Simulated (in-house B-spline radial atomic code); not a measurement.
**Excited states and polarisability of Br³³⁺ by several methods**

An exercise on one series of results from a longer session: the logs are not shown, and one member is left open.

Method: linear response of a closed shell, each method with its own adiabatic kernel; spin-free one-electron X2C, finite nucleus; B-spline basis; no spin-orbit coupling, no double excitations; only terms of natural parity, (−1)^L, with L up to 3 are computed. Code: in-house B-spline radial atomic code version 1.

## What is computed

```
element       : bromine (Z = 35)
charge        : +33
configuration : 1s2
runs          : TDHF; PBE; exchange-only LDA; BP86; PBEsol; PBE0
```

The outer shells:

Br³³⁺
```
1s [↑↓]
```

Set-up of the first run:

The run's settings:

```ini
Z = 35
electrons = 2.0
configuration = 1s2
hamiltonian = x2c
method = hf
box_radius = 3.74
rms_radius = 4.1629
intervals = 65
```

The run is started by

```console
> python run_td.py task.json out
```

task.json lists these runs, among others, and the program works through them in turn.

Steps of the session up to this table: TDHF.

One table of the session follows, with a row left open; its other results are not shown here.

It belongs to the step «TDHF». The states in eV; those that feel the box are left out:

| state | full (eV) | Tamm-Dancoff (eV) |
| --- | --- | --- |
| 1s→2s ³S | 12262.3 | 12262.3 |
| 1s→2s ¹S | 12307.2 | 12307.3 |
| 1s→2p ³P | 12344.6 | 12344.7 |
| 1s→2p ¹P | 12375.8 | 12375.9 |
| 1s→3s ³S | ? | ? |
| 1s→3s ¹S | 14554.0 | 14554.0 |
| 1s→3p ³P | 14565.8 | 14565.8 |
| 1s→3p ¹P | 14574.3 | 14574.3 |
| 1s→3d ³D | 14581.7 | 14581.7 |
| 1s→3d ¹D | 14582.1 | 14582.1 |
| 1s→4s ³S | 15332.1 | 15332.1 |
| 1s→4s ¹S | 15336.9 | 15336.9 |
| 1s→4p ³P | 15341.9 | 15341.9 |
| 1s→4p ¹P | 15345.4 | 15345.4 |

**Question.** Estimate the row for 1s→3s ³S.

As computed: full (eV): 14542.3; Tamm-Dancoff (eV): 14542.3. In the column «full (eV)» it lies between 1s→2p ¹P (12375.8) and 1s→3s ¹S (14554.0).
